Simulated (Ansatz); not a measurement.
Runs of Ansatz 0.2.0 on Sn3Te. The structure is cubic, space group Pm-3m (No. 221). The conventional cell has a = 4.866 Å, b = 4.866 Å, c = 4.866 Å, α = 90.00°, β = 90.00°, γ = 90.00°. Te (site symmetry m-3m) has 12 Sn at 3.44 Å as nearest neighbours. Around Sn (site symmetry 4/mmm) lie 4 Te at 3.44 Å and 8 Sn at 3.44 Å. The cell comes from a database or a generator and needn't be the stable form of this composition.

```tsv
task	level	gap on the mesh (eV)	pressure (GPa)	V0 of scaled cells (Å³/atom)	B0 (GPa)
single point	PBEsol	none	-2.4	-	-
equation of state	PBEsol	-	-	27.34	50
single point	PBE	none	0.3	-	-
equation of state	PBE	-	-	(b)	(a)
```

Alike in all rows: potentials or basis Ansatz PAW; no spin polarisation; cell as given; k mesh 6 × 6 × 6; cutoff (eV) 420; smearing fermi-dirac 0.05 eV.

Q: Fill in the values left out.

A: (a) 44; (b) 29.02.

Caveats: the PAW data sets come from PBE, with cores solved anew for the run's functional, which leaves a small shift of forces and pressure (some runs).

A k mesh can miss the band edges, and the runs leave out spin-orbit coupling on Sn, Te.

A gap of «none» marks a metal or a gap under the smearing width.

Not every run made on this cell is shown here.
